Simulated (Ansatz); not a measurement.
**MoO4 (-2): geometry at several levels**

Wanted for MoO4 (-2): geometry at several levels. Charge -2.

Program: Ansatz 0.2.0. Level of theory: the levels named in each step. These are calculated values, not measurements.

## (1) Starting point

Bond lengths: O1–Mo2 1.718 Å, Mo2–O3 1.718 Å, Mo2–O4 1.718 Å, Mo2–O5 1.718 Å. Angles: O1–Mo2–O3 109.5°, O1–Mo2–O4 109.5°, O1–Mo2–O5 109.5°, O3–Mo2–O4 109.5°, O3–Mo2–O5 109.5°, O4–Mo2–O5 109.4°.

Coordinates:

```xyz
5

O    -0.2312   -0.9758   -1.3951
Mo   -0.0001    0.0000    0.0000
O    -0.3436   -0.9214    1.4089
O    -1.0530    1.3558   -0.0685
O     1.6287    0.5443    0.0547
```

## (2) A rough first relaxation, PBE-D4/def2-SVPD

This run stands in another session on the same molecule. It ended at:

```xyz
5

O    -0.2416   -1.0195   -1.4568
Mo    0.0002    0.0006    0.0000
O    -0.3589   -0.9627    1.4712
O    -1.1007    1.4163   -0.0716
O     1.7019    0.5682    0.0572
```

## (3) Relaxation, HF/def2-SVPD

Contents of input.yaml:

```yaml
crystal:
  periodic: [false, false, false]
  atoms:
    - { symbol: O, position_ang: [-0.2416139, -1.01952537, -1.45680916] }
    - { symbol: Mo, position_ang: [0.00016622, 0.00060032, -1.12e-05] }
    - { symbol: O, position_ang: [-0.35894311, -0.96269037, 1.47120958] }
    - { symbol: O, position_ang: [-1.10069354, 1.41634584, -0.07160734] }
    - { symbol: O, position_ang: [1.70189433, 0.56824957, 0.05715813] }
total_charge: -2
basis:
  gaussian: { orbitals: def2-SVPD }
hamiltonian:
  xc: hf
relax:
  f_tol: 0.002
  max_steps: 150
```

Launch:

```bash
ansatz run input.yaml --threads 2 --pin off --max-ram 5120MiB --backend cpu --events-out ev --progress --plain --runs-dir out
```

Output (excerpt; [...] marks lines left out):

```text
Warning: RAYON_NUM_THREADS=2 ignored (pool sized by the plan → 2); use --threads N
[...]
Functional definition: HF
[...]
1298 factors; integrals over basis functions are off by at most 9.1e-5 eV
[...]
mean field -9979.05293384 eV, -366.7234312737 hartree, gradient 2.0e-5 eV, S^2 0.000000; 0 other end points of the search recorded, 0 dependent functions left out
[...]
reference -9979.05293384 eV, -366.7234312737 hartree; 24, 24 occupied and 102, 102 virtual orbitals, 1298 factors
relax step   1: F+E_penalty+E_count = -9979.05293384 eV  Δ(F+E_penalty+E_count) = +0.000e0 eV  max|allowed force component| = 2.446e0 eV/Å  Δτ_max = 0.0000 Å  (46 SCF iters, accepted)
[...]
relax step   3: F+E_penalty+E_count = -9979.32347150 eV  Δ(F+E_penalty+E_count) = -6.254e-3 eV  max|allowed force component| = 1.040e-2 eV/Å  Δτ_max = 0.0075 Å  (46 SCF iters, accepted)
[...]
relax step   4: F+E_penalty+E_count = -9979.32347566 eV  Δ(F+E_penalty+E_count) = -4.160e-6 eV  max|allowed force component| = 5.895e-5 eV/Å  Δτ_max = 0.0002 Å  (47 SCF iters, accepted)
1298 factors; integrals over basis functions are off by at most 1.3e-4 eV
[...]
mean field -9979.32347566 eV, -366.7333735021 hartree, gradient 2.3e-5 eV, S^2 0.000000; 1 other end points of the search recorded, 0 dependent functions left out
[...]
reference -9979.32347566 eV, -366.7333735021 hartree; 24, 24 occupied and 102, 102 virtual orbitals, 1298 factors
Total energy: -9979.32347566 eV, -366.7333735021 hartree
Atom 0 at    -0.234835    -0.990945    -1.415998 Å, force    -0.000001     0.000026     0.000049 eV/Å
Atom 1 at     0.000161     0.000595    -0.000011 Å, force     0.000038     0.000020     0.000001 eV/Å
Atom 2 at    -0.348878    -0.935702     1.429995 Å, force     0.000003     0.000024    -0.000050 eV/Å
Atom 3 at    -1.069849     1.376688    -0.069602 Å, force     0.000019    -0.000045     0.000002 eV/Å
Atom 4 at     1.654211     0.552344     0.055556 Å, force    -0.000059    -0.000025    -0.000002 eV/Å
Dipole moment:    -0.000002    -0.000001    -0.000000 e Å
```

Wall time 35 s (2 threads of Intel Xeon at 2.10GHz (Emerald Rapids), shared host); peak memory 0.29 GiB.

Step by step:

| step | energy from step 1 (eV) | largest force component (eV/Å) |
| --- | --- | --- |
| 1 | 0.0000 | 2.4461 |
| 2 | -0.2643 | 0.4091 |
| 3 | -0.2705 | 0.0104 |
| 4 | -0.2705 | 0.0001 |

Step 1 is the start.

Before: Bond lengths: O1–Mo2 1.795 Å, Mo2–O3 1.795 Å, Mo2–O4 1.795 Å, Mo2–O5 1.795 Å. Angles: O1–Mo2–O3 109.5°, O1–Mo2–O4 109.5°, O1–Mo2–O5 109.5°, O3–Mo2–O4 109.5°, O3–Mo2–O5 109.5°, O4–Mo2–O5 109.5°.

After: Bond lengths: O1–Mo2 1.745 Å, Mo2–O3 1.745 Å, Mo2–O4 1.745 Å, Mo2–O5 1.745 Å. Angles: O1–Mo2–O3 109.5°, O1–Mo2–O4 109.5°, O1–Mo2–O5 109.5°, O3–Mo2–O4 109.5°, O3–Mo2–O5 109.5°, O4–Mo2–O5 109.5°.

## (4) Relaxation, LDA/def2-SVPD

Changes to input.yaml since step 3:

```diff
@@ -12,3 +12,3 @@
 hamiltonian:
-  xc: hf
+  xc: lda
 relax:
```

Launch:

```bash
ansatz run input.yaml --threads 2 --pin off --max-ram 5120MiB --backend cpu --events-out ev --progress --plain --runs-dir out
```

Output (excerpt; [...] marks lines left out):

```text
Warning: RAYON_NUM_THREADS=2 ignored (pool sized by the plan → 2); use --threads N
[...]
Functional definition: SPW92
[...]
1046 factors; their error is unknown
[...]
mean field -9982.31776356 eV, -366.8434115529 hartree, gradient 2.8e-5 eV, S^2 0.000000; 0 other end points of the search recorded, 0 dependent functions left out
[...]
reference -9982.31779698 eV, -366.8434127812 hartree; 24, 24 occupied and 102, 102 virtual orbitals, 1046 factors
relax step   1: F+E_penalty+E_count = -9982.31776356 eV  Δ(F+E_penalty+E_count) = +0.000e0 eV  max|allowed force component| = 6.808e-1 eV/Å  Δτ_max = 0.0000 Å  (30 SCF iters, accepted)
[...]
relax step   2: F+E_penalty+E_count = -9982.34219774 eV  Δ(F+E_penalty+E_count) = -2.443e-2 eV  max|allowed force component| = 3.267e-2 eV/Å  Δτ_max = 0.0160 Å  (30 SCF iters, accepted)
[...]
relax step   3: F+E_penalty+E_count = -9982.34225089 eV  Δ(F+E_penalty+E_count) = -5.316e-5 eV  max|allowed force component| = 5.361e-4 eV/Å  Δτ_max = 0.0008 Å  (33 SCF iters, accepted)
1046 factors; their error is unknown
mean field -9982.34225089 eV, -366.8443114458 hartree, gradient 9.2e-6 eV, S^2 0.000000; 1 other end points of the search recorded, 0 dependent functions left out
[...]
reference -9982.34228386 eV, -366.8443126574 hartree; 24, 24 occupied and 102, 102 virtual orbitals, 1046 factors
Total energy: -9982.34228386 eV, -366.8443126574 hartree
Atom 0 at    -0.239346    -1.009970    -1.443166 Å, force    -0.000063    -0.000304    -0.000448 eV/Å
Atom 1 at     0.000163     0.000597    -0.000011 Å, force    -0.000036    -0.000053    -0.000000 eV/Å
Atom 2 at    -0.355576    -0.953668     1.457431 Å, force    -0.000099    -0.000286     0.000453 eV/Å
Atom 3 at    -1.090382     1.403090    -0.070937 Å, force    -0.000337     0.000458    -0.000022 eV/Å
Atom 4 at     1.685951     0.562931     0.056622 Å, force     0.000536     0.000185     0.000018 eV/Å
Dipole moment:     0.000002     0.000003     0.000000 e Å
```

Run time: 11 s. Hardware: 2 threads of Intel Xeon at 2.10GHz (Emerald Rapids), shared host; peak memory 0.16 GiB.

The steps of the relaxation:

```csv
step,E - E(step 1) (eV),largest force component (eV/Å)
1,0.0000,0.6808
2,-0.0244,0.0327
3,-0.0245,0.0005
```

Step 1 is the start.

Before: Bond lengths: O1–Mo2 1.795 Å, Mo2–O3 1.795 Å, Mo2–O4 1.795 Å, Mo2–O5 1.795 Å. Angles: O1–Mo2–O3 109.5°, O1–Mo2–O4 109.5°, O1–Mo2–O5 109.5°, O3–Mo2–O4 109.5°, O3–Mo2–O5 109.5°, O4–Mo2–O5 109.5°.

After: Bond lengths: O1–Mo2 1.778 Å, Mo2–O3 1.778 Å, Mo2–O4 1.778 Å, Mo2–O5 1.778 Å. Angles: O1–Mo2–O3 109.5°, O1–Mo2–O4 109.5°, O1–Mo2–O5 109.5°, O3–Mo2–O4 109.5°, O3–Mo2–O5 109.5°, O4–Mo2–O5 109.5°.

## (5) Relaxation, PBE-D4/def2-SVPD

Changes to input.yaml since step 4:

```diff
@@ -12,3 +12,4 @@
 hamiltonian:
-  xc: lda
+  xc: pbe
+  dispersion: d4
 relax:
```

Launch:

```bash
ansatz run input.yaml --threads 2 --pin off --max-ram 5120MiB --backend cpu --events-out ev --progress --plain --runs-dir out
```

Output (excerpt; [...] marks lines left out):

```text
Warning: RAYON_NUM_THREADS=2 ignored (pool sized by the plan → 2); use --threads N
[...]
Functional definition: PBE
[...]
1046 factors; their error is unknown
[...]
mean field -10035.49493312 eV, -368.7976364894 hartree, gradient 2.2e-5 eV, S^2 0.000000; 0 other end points of the search recorded, 0 dependent functions left out
[...]
reference -10035.49496575 eV, -368.7976376885 hartree; 24, 24 occupied and 102, 102 virtual orbitals, 1046 factors
relax step   1: F+E_penalty+E_count = -10035.67580562 eV  Δ(F+E_penalty+E_count) = +0.000e0 eV  max|allowed force component| = 3.818e-4 eV/Å  Δτ_max = 0.0000 Å  (32 SCF iters, accepted)
Total energy: -10035.67583825 eV, -368.8042846304 hartree
Atom 0 at    -0.241614    -1.019525    -1.456809 Å, force     0.000001    -0.000125    -0.000223 eV/Å
Atom 1 at     0.000166     0.000600    -0.000011 Å, force    -0.000038    -0.000254     0.000003 eV/Å
Atom 2 at    -0.358943    -0.962690     1.471210 Å, force    -0.000017    -0.000117     0.000227 eV/Å
Atom 3 at    -1.100694     1.416346    -0.071607 Å, force    -0.000237     0.000382    -0.000017 eV/Å
Atom 4 at     1.701894     0.568250     0.057158 Å, force     0.000292     0.000114     0.000010 eV/Å
Dipole moment:     0.000001     0.000015    -0.000000 e Å
```

Wall time 4.6 s (2 threads of Intel Xeon at 2.10GHz (Emerald Rapids), shared host); peak memory 0.16 GiB.

## (6) Geometries side by side

```
           level  O1–Mo2 (Å)  Mo2–O3 (Å)  Mo2–O4 (Å)  rotational constants (MHz)  CPU time
    HF/def2-SVPD      1.7445      1.7445      1.7445      3893.2, 3893.2, 3893.2      52 s
   LDA/def2-SVPD      1.7780      1.7780      1.7780            3748, 3748, 3748      19 s
PBE-D4/def2-SVPD      1.7948      1.7948      1.7948      3678.1, 3678.1, 3678.1     7.7 s
```

Constants are for the commonest isotopes at the equilibrium geometry; times are CPU times of the relaxations.

## (7) Summary of results

| quantity | value |
| --- | --- |
| O1–Mo2 at PBE-D4/def2-SVPD | 1.795 Å |
| Mo2–O3 at PBE-D4/def2-SVPD | 1.795 Å |
| Mo2–O4 at PBE-D4/def2-SVPD | 1.795 Å |

In words: The O–Mo distance spreads over 0.050 Å, from HF/def2-SVPD (shortest) to PBE-D4/def2-SVPD. Heavy atoms carry effective core potentials in def2 sets, and spin-orbit coupling is left out.
